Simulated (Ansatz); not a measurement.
# C₃H₅FTe: up Jacob's ladder to CCSD(T)

An exercise on one series of results from a longer session: the logs are not shown, and one member is left open.

The runs use Ansatz 0.2.0, Gaussian basis; functionals in def2-TZVPP, the program's frozen cores in correlated methods.

Plan: PBE-D4, r2SCAN-D4, PBE0-D4, B3LYP-D4, ωB97X-V, ωB97M-V, B2PLYP; CCSD(T)/def2-TZVPP; MP2/def2-QZVPP; extrapolation to the limit.

## The relaxed structure

An earlier PBE0-D4 in a triple-zeta def2 set relaxation fixed the geometry. Te takes the def2 core potential; no spin-orbit term is included.

SMILES `C=C(F)[Te]C`, 10 atoms, charge 0, spin multiplicity 1.

Atoms are counted from 1 here; the program's logs count them from 0.

Bond lengths: C1–C2 1.322 Å, C1–H6 1.080 Å, C1–H7 1.084 Å, C2–F3 1.343 Å, C2–Te4 2.098 Å, Te4–C5 2.137 Å, C5–H8 1.087 Å, C5–H9 1.089 Å, C5–H10 1.087 Å. Angles: C2–C1–H6 120.2°, C2–C1–H7 120.6°, H6–C1–H7 119.3°, C1–C2–F3 120.1°, C1–C2–Te4 125.7°, F3–C2–Te4 114.1°, C2–Te4–C5 94.4°, Te4–C5–H8 110.0°, Te4–C5–H9 106.8°, Te4–C5–H10 108.8°, H8–C5–H9 110.2°, H8–C5–H10 111.2°, H9–C5–H10 109.8°.

The first run:

File in.yaml:

```yaml
crystal:
  periodic: [false, false, false]
  atoms:
    - {symbol: C, position_ang: [-0.657707, 1.790628, 1.143361]}
    - {symbol: C, position_ang: [-0.108858, 0.612760, 0.898645]}
    - {symbol: F, position_ang: [1.169980, 0.381876, 1.236719]}
    - {symbol: Te, position_ang: [-1.099116, -1.055596, 0.099152]}
    - {symbol: C, position_ang: [0.452645, -1.516066, -1.296377]}
    - {symbol: H, position_ang: [-1.671105, 1.992768, 0.829168]}
    - {symbol: H, position_ang: [-0.098525, 2.563358, 1.658758]}
    - {symbol: H, position_ang: [0.509475, -0.741950, -2.057480]}
    - {symbol: H, position_ang: [0.193512, -2.471348, -1.750903]}
    - {symbol: H, position_ang: [1.392802, -1.607532, -0.758043]}
basis:
  gaussian: {orbitals: def2-TZVPP}
hamiltonian: {xc: pbe, dispersion: d4}
output: {forces: true, orbitals: {seedname: orbitals}}
```

Command:

```sh
$ ansatz run in.yaml --threads 4 --pin off --events-out ev --progress --plain --max-ram 10444MiB
```

Steps of the session up to this table: PBE-D4 (GGA); r2SCAN-D4 (meta-GGA); PBE0-D4 (hybrid); B3LYP-D4 (hybrid); ωB97X-V (range-separated); ωB97M-V (range-separated); B2PLYP (double hybrid); CCSD(T) in def2-TZVPP; MP2 in def2-QZVPP.

One table of the session follows, with a row left open; its other results are not shown here.

It belongs to the step «Atomisation energies». 

| method | atoms, summed (eV) | atomisation energy (kJ/mol) |
| --- | --- | --- |
| PBE-D4 | -13157.473 | 3851.0 |
| r2SCAN-D4 | -13165.259 | 3740.0 |
| PBE0-D4 | -13159.212 | 3754.0 |
| B3LYP-D4 | -13168.494 | 3729.6 |
| ωB97X-V | -13163.248 | 3727.4 |
| ωB97M-V | -13162.535 | 3724.4 |
| B2PLYP | -13156.766 | 3686.8 |
| HF/def2-TZVPP | -13115.720 | 2636.3 |
| MP2/def2-TZVPP | ? | ? |
| CCSD/def2-TZVPP | -13139.218 | 3557.9 |
| CCSD(T)/def2-TZVPP | -13139.652 | 3630.2 |
| MP2/CBS | -13147.130 | 3811.3 |
| CCSD(T)/CBS | -13149.121 | 3738.0 |

**Question.** Estimate the row for MP2/def2-TZVPP.

The run gave: atoms, summed (eV): -13137.661; atomisation energy (kJ/mol): 3703.5. In the column «atoms, summed (eV)» it lies between CCSD/def2-TZVPP (-13139.218) and HF/def2-TZVPP (-13115.720).
